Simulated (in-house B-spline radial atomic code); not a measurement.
# Zr⁺: a fraction of an electron removed from 4p, part 2 of 2

How does the ωB97X energy of Zr⁺ change when part of an electron is removed from 4p?

Calculated with an in-house B-spline radial atomic code; scalar-relativistic (X2C) ωB97X, spin-polarised. How does the ωB97X energy of Zr⁺ change when part of an electron is removed from 4p?

## Step 8: 0.62 electron removed from 4p

Settings of the run:

```ini
Z = 40
electrons = 38.38
configuration = [Ar] 3d10 4s2 4p5.38 4d2 5s1
hamiltonian = x2c
method = wb97x
spin_polarised = True
nucleus = fermi
rms_radius = 4.2694
mass_number = 90
atomic_mass = 89.904698755
speed_of_light = 137.035999084
```

From the record:

```text
status: converged
scf [iteration, energy, orbital gradient]:
  - [1, -3593.64620029, 0.43]
  - [2, -3595.82083953, 0.185]
  - [3, -3596.83368236, 0.0465]
  - [4, -3596.88145851, 0.0154]
  - [5, -3596.8853947, 0.00476]
  - [6, -3596.88598291, 0.00136]
  - [7, -3596.8860156, 0.000377]
  - [8, -3596.88601808, 0.000112]
  - [9, -3596.88601831, 1.65e-05]
  - [10, -3596.88601832, 3.39e-06]
  - [11, -3596.88601833, 3.34e-06]
  - [12, -3596.88601834, 2.22e-06]
  - [13, -3596.88601834, 1.26e-06]
  - [14, -3596.88601834, 9.99e-07]
  - [15, -3596.88601834, 1.79e-07]
energy [hartree]: {"total": -3596.88601834, "kinetic": 3717.22388252, "nuclear": -8659.82103494, "coulomb": 1460.09931024, "exact_exchange": -22.7974013791, "xc": -91.5907747881}
orbitals [hartree, bohr; first row names the columns]:
  - ["name", "occ", "eps", "<r>"]
  - ["1s up", 1.0, -656.6782, 0.036587]
  - ["1s down", 1.0, -656.67353, 0.036587]
  - ["2s up", 1.0, -92.070393, 0.16215]
  - ["2s down", 1.0, -92.059166, 0.16214]
  - ["2p up", 3.0, -82.15761, 0.14153]
  - ["2p down", 3.0, -82.146673, 0.14152]
  - ["3s up", 1.0, -15.890611, 0.45759]
  - ["3s down", 1.0, -15.882149, 0.45769]
  - ["3p up", 3.0, -12.642534, 0.46133]
  - ["3p down", 3.0, -12.633173, 0.46141]
  - ["3d up", 5.0, -7.3093732, 0.45186]
  - ["3d down", 5.0, -7.2969718, 0.45178]
  - ["4s up", 1.0, -2.8150225, 1.207]
  - ["4s down", 1.0, -2.7174595, 1.2055]
  - ["4p up", 3.0, -1.9542442, 1.3508]
  - ["4p down", 2.38, -1.7867367, 1.3504]
  - ["4d up", 2.0, -0.60379154, 1.9485]
  - ["5s up", 1.0, -0.64783947, 3.1538]
sum_r [bohr^k]: {"-1": 219.255, "1": 26.17809, "2": 39.39364}
energy_minus_base [hartree]: 1.04716235
```

It took 2.8 s on 1 thread, shared host.

## Step 9: 0.67 electron removed from 4p

Changes to the settings of step 8:

```diff
@@ -1,4 +1,4 @@
 Z = 40
-electrons = 38.38
-configuration = [Ar] 3d10 4s2 4p5.38 4d2 5s1
+electrons = 38.33
+configuration = [Ar] 3d10 4s2 4p5.33 4d2 5s1
 hamiltonian = x2c
```

From the record:

```text
status: converged
scf [iteration, energy, orbital gradient]:
  - [1, -3593.48038479, 0.43]
  - [2, -3595.7216764, 0.186]
  - [3, -3596.74302631, 0.0476]
  - [4, -3596.79159662, 0.016]
  - [5, -3596.79563767, 0.00484]
  - [6, -3596.79623451, 0.00138]
  - [7, -3596.79626734, 0.000386]
  - [8, -3596.79626981, 0.000112]
  - [9, -3596.79627002, 1.67e-05]
  - [10, -3596.79627004, 3.39e-06]
  - [11, -3596.79627005, 3.36e-06]
  - [12, -3596.79627006, 2.21e-06]
  - [13, -3596.79627006, 1.26e-06]
  - [14, -3596.79627006, 1e-06]
  - [15, -3596.79627006, 1.93e-07]
energy [hartree]: {"total": -3596.79627006, "kinetic": 3717.13824435, "nuclear": -8658.63511581, "coulomb": 1459.05976133, "exact_exchange": -22.7825648017, "xc": -91.5765951173}
orbitals [hartree, bohr; first row names the columns]:
  - ["name", "occ", "eps", "<r>"]
  - ["1s up", 1.0, -656.70804, 0.036587]
  - ["1s down", 1.0, -656.70304, 0.036587]
  - ["2s up", 1.0, -92.099261, 0.16215]
  - ["2s down", 1.0, -92.087706, 0.16214]
  - ["2p up", 3.0, -82.186634, 0.14153]
  - ["2p down", 3.0, -82.175254, 0.14152]
  - ["3s up", 1.0, -15.918988, 0.45758]
  - ["3s down", 1.0, -15.910134, 0.45769]
  - ["3p up", 3.0, -12.670921, 0.46132]
  - ["3p down", 3.0, -12.661086, 0.4614]
  - ["3d up", 5.0, -7.337763, 0.45184]
  - ["3d down", 5.0, -7.3248898, 0.45175]
  - ["4s up", 1.0, -2.8414043, 1.2061]
  - ["4s down", 1.0, -2.7395861, 1.2047]
  - ["4p up", 3.0, -1.9797014, 1.3491]
  - ["4p down", 2.33, -1.8032176, 1.3493]
  - ["4d up", 2.0, -0.62538852, 1.9352]
  - ["5s up", 1.0, -0.66339859, 3.1359]
sum_r [bohr^k]: {"-1": 219.2254, "1": 26.05627, "2": 38.99219}
energy_minus_base [hartree]: 1.13691064
```

Wall time 2.8 s (1 thread, shared host).

## Step 10: 0.79 electron removed from 4p

Changes to the settings of step 9:

```diff
@@ -1,4 +1,4 @@
 Z = 40
-electrons = 38.33
-configuration = [Ar] 3d10 4s2 4p5.33 4d2 5s1
+electrons = 38.21
+configuration = [Ar] 3d10 4s2 4p5.21 4d2 5s1
 hamiltonian = x2c
```

From the record:

```text
status: converged
scf [iteration, energy, orbital gradient]:
  - [1, -3593.08828855, 0.43]
  - [2, -3595.48462236, 0.189]
  - [3, -3596.5223336, 0.0501]
  - [4, -3596.57255997, 0.0172]
  - [5, -3596.5768359, 0.00499]
  - [6, -3596.57744965, 0.00142]
  - [7, -3596.57748274, 0.000404]
  - [8, -3596.57748514, 0.000115]
  - [9, -3596.57748534, 1.7e-05]
  - [10, -3596.57748535, 3.39e-06]
  - [11, -3596.57748536, 3.39e-06]
  - [12, -3596.57748537, 2.19e-06]
  - [13, -3596.57748537, 1.27e-06]
  - [14, -3596.57748537, 1.01e-06]
  - [15, -3596.57748537, 2.33e-07]
energy [hartree]: {"total": -3596.57748537, "kinetic": 3716.92867309, "nuclear": -8655.75880531, "coulomb": 1456.54308837, "exact_exchange": -22.7480772119, "xc": -91.5423643131}
orbitals [hartree, bohr; first row names the columns]:
  - ["name", "occ", "eps", "<r>"]
  - ["1s up", 1.0, -656.78041, 0.036587]
  - ["1s down", 1.0, -656.77462, 0.036587]
  - ["2s up", 1.0, -92.169286, 0.16215]
  - ["2s down", 1.0, -92.156943, 0.16214]
  - ["2p up", 3.0, -82.257038, 0.14153]
  - ["2p down", 3.0, -82.24459, 0.14152]
  - ["3s up", 1.0, -15.987809, 0.45757]
  - ["3s down", 1.0, -15.978004, 0.45767]
  - ["3p up", 3.0, -12.739768, 0.46129]
  - ["3p down", 3.0, -12.728782, 0.46139]
  - ["3d up", 5.0, -7.4066148, 0.4518]
  - ["3d down", 5.0, -7.3925991, 0.45168]
  - ["4s up", 1.0, -2.9053151, 1.204]
  - ["4s down", 1.0, -2.7932695, 1.2028]
  - ["4p up", 3.0, -2.0413712, 1.3448]
  - ["4p down", 2.21, -1.8433202, 1.3466]
  - ["4d up", 2.0, -0.67789255, 1.9052]
  - ["5s up", 1.0, -0.70119241, 3.0944]
sum_r [bohr^k]: {"-1": 219.1535, "1": 25.76923, "2": 38.06657}
energy_minus_base [hartree]: 1.35569532
```

Run time: 2.7 s. Hardware: 1 thread, shared host.

## Step 11: 0.99 electron removed from 4p

Changes to the settings of step 10:

```diff
@@ -1,4 +1,4 @@
 Z = 40
-electrons = 38.21
-configuration = [Ar] 3d10 4s2 4p5.21 4d2 5s1
+electrons = 38.01
+configuration = [Ar] 3d10 4s2 4p5.01 4d2 5s1
 hamiltonian = x2c
```

From the record:

```text
status: converged
scf [iteration, energy, orbital gradient]:
  - [1, -3592.46533367, 0.431]
  - [2, -3595.09407153, 0.192]
  - [3, -3596.14471958, 0.0535]
  - [4, -3596.19675972, 0.0191]
  - [5, -3596.2013443, 0.00518]
  - [6, -3596.20197275, 0.00146]
  - [7, -3596.20200576, 0.000424]
  - [8, -3596.20200803, 0.000116]
  - [9, -3596.2020082, 1.65e-05]
  - [10, -3596.20200821, 3.39e-06]
  - [11, -3596.20200823, 3.46e-06]
  - [12, -3596.20200823, 2.11e-06]
  - [13, -3596.20200824, 1.28e-06]
  - [14, -3596.20200824, 9.86e-07]
  - [15, -3596.20200824, 3.17e-07]
energy [hartree]: {"total": -3596.20200824, "kinetic": 3716.56649763, "nuclear": -8650.87486856, "coulomb": 1452.28529861, "exact_exchange": -22.6941519256, "xc": -91.4847839957}
orbitals [hartree, bohr; first row names the columns]:
  - ["name", "occ", "eps", "<r>"]
  - ["1s up", 1.0, -656.9033, 0.036587]
  - ["1s down", 1.0, -656.89616, 0.036587]
  - ["2s up", 1.0, -92.288205, 0.16215]
  - ["2s down", 1.0, -92.274549, 0.16214]
  - ["2p up", 3.0, -82.376598, 0.14153]
  - ["2p down", 3.0, -82.362363, 0.14152]
  - ["3s up", 1.0, -16.104642, 0.45754]
  - ["3s down", 1.0, -16.093212, 0.45765]
  - ["3p up", 3.0, -12.856644, 0.46126]
  - ["3p down", 3.0, -12.843693, 0.46136]
  - ["3d up", 5.0, -7.5234964, 0.45173]
  - ["3d down", 5.0, -7.5075398, 0.45155]
  - ["4s up", 1.0, -3.0135821, 1.2004]
  - ["4s down", 1.0, -2.8844545, 1.1996]
  - ["4p up", 3.0, -2.145843, 1.3377]
  - ["4p down", 2.01, -1.911779, 1.3421]
  - ["4d up", 2.0, -0.7673913, 1.86]
  - ["5s up", 1.0, -0.76554165, 3.0292]
sum_r [bohr^k]: {"-1": 219.0315, "1": 25.30583, "2": 36.62843}
energy_minus_base [hartree]: 1.73117246
```

Run time: 2.6 s. Hardware: 1 thread, shared host.

## Step 12: 1 electron removed from 4p

Changes to the settings of step 11:

```diff
@@ -1,4 +1,4 @@
 Z = 40
-electrons = 38.01
-configuration = [Ar] 3d10 4s2 4p5.01 4d2 5s1
+electrons = 38.0
+configuration = [Ar] 3d10 4s2 4p5 4d2 5s1
 hamiltonian = x2c
```

From the record:

```text
status: converged
scf [iteration, energy, orbital gradient]:
  - [1, -3592.43469072, 0.431]
  - [2, -3595.07453735, 0.193]
  - [3, -3596.12550063, 0.0537]
  - [4, -3596.17761029, 0.0192]
  - [5, -3596.18220865, 0.00519]
  - [6, -3596.18283753, 0.00146]
  - [7, -3596.18287053, 0.000425]
  - [8, -3596.1828728, 0.000116]
  - [9, -3596.18287297, 1.65e-05]
  - [10, -3596.18287298, 3.39e-06]
  - [11, -3596.18287299, 3.46e-06]
  - [12, -3596.182873, 2.1e-06]
  - [13, -3596.182873, 1.28e-06]
  - [14, -3596.182873, 9.84e-07]
  - [15, -3596.182873, 3.22e-07]
energy [hartree]: {"total": -3596.182873, "kinetic": 3716.54795978, "nuclear": -8650.62782897, "coulomb": 1452.07045974, "exact_exchange": -22.6915733616, "xc": -91.4818901852}
orbitals [hartree, bohr; first row names the columns]:
  - ["name", "occ", "eps", "<r>"]
  - ["1s up", 1.0, -656.90952, 0.036587]
  - ["1s down", 1.0, -656.90231, 0.036587]
  - ["2s up", 1.0, -92.29422, 0.16215]
  - ["2s down", 1.0, -92.280499, 0.16214]
  - ["2p up", 3.0, -82.382646, 0.14153]
  - ["2p down", 3.0, -82.368321, 0.14152]
  - ["3s up", 1.0, -16.110551, 0.45754]
  - ["3s down", 1.0, -16.099038, 0.45765]
  - ["3p up", 3.0, -12.862555, 0.46125]
  - ["3p down", 3.0, -12.849504, 0.46136]
  - ["3d up", 5.0, -7.5294073, 0.45173]
  - ["3d down", 5.0, -7.5133523, 0.45154]
  - ["4s up", 1.0, -3.0190498, 1.2002]
  - ["4s down", 1.0, -2.8890673, 1.1994]
  - ["4p up", 3.0, -2.1511192, 1.3374]
  - ["4p down", 2.0, -1.9152527, 1.3419]
  - ["4d up", 2.0, -0.77192857, 1.8578]
  - ["5s up", 1.0, -0.76880218, 3.0261]
sum_r [bohr^k]: {"-1": 219.0253, "1": 25.2831, "2": 36.5596}
energy_minus_base [hartree]: 1.7503077
```

Run time: 2.6 s. Hardware: 1 thread, shared host.

## Step 13: Energy against the fraction

The summary covers parts 1 to 2.

| fraction | energy change (eV) | less the straight line (eV) | level 4p down (eV) | sum of <r²> (bohr²) |
| --- | --- | --- | --- | --- |
| 0 | 0.0000 | 0.0000 | -43.421 | 45.454 |
| 0.12 | 5.2669 | -0.4484 | -44.367 | 44.082 |
| 0.15 | 6.6016 | -0.5427 | -44.609 | 43.757 |
| 0.34 | 15.2256 | -0.9681 | -46.182 | 41.846 |
| 0.45 | 20.3572 | -1.0755 | -47.124 | 40.838 |
| 0.5 | 22.7243 | -1.0899 | -47.559 | 40.399 |
| 0.62 | 28.4947 | -1.0348 | -48.620 | 39.394 |
| 0.67 | 30.9369 | -0.9740 | -49.068 | 38.992 |
| 0.79 | 36.8903 | -0.7360 | -50.159 | 38.067 |
| 0.99 | 47.1076 | -0.0444 | -52.022 | 36.628 |
| 1 | 47.6283 | 0.0000 | -52.117 | 36.560 |

From fraction 0 to 1 the energy changes by 47.628 eV. It sags under the straight line by up to 1.09 eV (at 0.5). Slater's transition state, the slope from the orbital energy at fraction 0.5 (Janak's theorem), gives 47.559 eV for the whole step. Here exact exchange is taken at spherical fractional occupations, which leaves self-interaction in open p, d and f shells; that spoils the energies somewhat, at whole numbers too.
